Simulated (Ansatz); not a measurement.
# Lu2Pb2O7: the cost of one run

Method: DFT, PBE, plane-wave PAW, default files, scalar-relativistic, as far as a step names no other, in Ansatz 0.2.0.

**1. Starting point**

The structure is cubic, space group Fd-3m (No. 227). Conventional cell: a = 10.647 Å, b = 10.647 Å, c = 10.647 Å, α = 90.00°, β = 90.00°, γ = 90.00°. Lu (site symmetry -3m) has 8 O at 2.31 to 2.44 Å as nearest neighbours. Pb (site symmetry -3m) has 6 O at 2.18 Å as nearest neighbours. O (site symmetry 2mm) has 2 Pb at 2.18 Å and 2 Lu at 2.44 Å as nearest neighbours. Around O (site symmetry -43m) lie 4 Lu at 2.31 Å.

Coordinates:

```
Lu Pb O
1.0
     0.00000    5.32335    5.32335
     5.32335    0.00000    5.32335
     5.32335    5.32335    0.00000
Lu Pb O
4 4 14
Direct
  0.62500 0.62500 0.12500
  0.62500 0.62500 0.62500
  0.62500 0.12500 0.62500
  0.12500 0.62500 0.62500
  0.12500 0.12500 0.12500
  0.62500 0.12500 0.12500
  0.12500 0.12500 0.62500
  0.12500 0.62500 0.12500
  0.02114 0.47886 0.47886
  0.77114 0.77114 0.22886
  0.77114 0.22886 0.22886
  0.47886 0.02114 0.47886
  0.75000 0.75000 0.75000
  0.02114 0.47886 0.02114
  0.02114 0.02114 0.47886
  0.22886 0.77114 0.22886
  0.22886 0.22886 0.77114
  0.77114 0.22886 0.77114
  0.50000 0.50000 0.50000
  0.47886 0.02114 0.02114
  0.47886 0.47886 0.02114
  0.22886 0.77114 0.77114
```

**2. First run, atoms as given**

input.yaml reads:

```yaml
crystal:
  lattice:
    - [0.0, 5.323352, 5.323352]
    - [5.323352, 0.0, 5.323352]
    - [5.323352, 5.323352, 0.0]
  atoms:
    - { symbol: Lu, position: [0.625, 0.625, 0.125] }
    - { symbol: Lu, position: [0.625, 0.625, 0.625] }
    - { symbol: Lu, position: [0.625, 0.125, 0.625] }
    - { symbol: Lu, position: [0.125, 0.625, 0.625] }
    - { symbol: Pb, position: [0.125, 0.125, 0.125] }
    - { symbol: Pb, position: [0.625, 0.125, 0.125] }
    - { symbol: Pb, position: [0.125, 0.125, 0.625] }
    - { symbol: Pb, position: [0.125, 0.625, 0.125] }
    - { symbol: O, position: [0.021137, 0.478863, 0.478863] }
    - { symbol: O, position: [0.771137, 0.771137, 0.228863] }
    - { symbol: O, position: [0.771137, 0.228863, 0.228863] }
    - { symbol: O, position: [0.478863, 0.021137, 0.478863] }
    - { symbol: O, position: [0.75, 0.75, 0.75] }
    - { symbol: O, position: [0.021137, 0.478863, 0.021137] }
    - { symbol: O, position: [0.021137, 0.021137, 0.478863] }
    - { symbol: O, position: [0.228863, 0.771137, 0.228863] }
    - { symbol: O, position: [0.228863, 0.228863, 0.771137] }
    - { symbol: O, position: [0.771137, 0.228863, 0.771137] }
    - { symbol: O, position: [0.5, 0.5, 0.5] }
    - { symbol: O, position: [0.478863, 0.021137, 0.021137] }
    - { symbol: O, position: [0.478863, 0.478863, 0.021137] }
    - { symbol: O, position: [0.228863, 0.771137, 0.771137] }
kpoints:
  mp_grid: { grid: [4, 4, 4] }
scf:
  occupations: { method: fermi_dirac, width: 0.02 }
hamiltonian:
  xc: pbe
  pseudopotentials: { kind: paw }
output:
  forces: true
  stress: true
  populations: true
  efg:
    quadrupole_moments_barn: { Lu: 3.49, O: -0.02558 }
    contact_densities: true
```

Command:

```console
> ansatz run input.yaml --threads 1 --pin off --max-ram 2560MiB --backend cpu --events-out ev --progress --plain --runs-dir out
```

Q: Estimate wall time and peak memory on 1 thread of Arm Neoverse V1, shared host.

About 54 s, with a peak of 0.82 GiB.
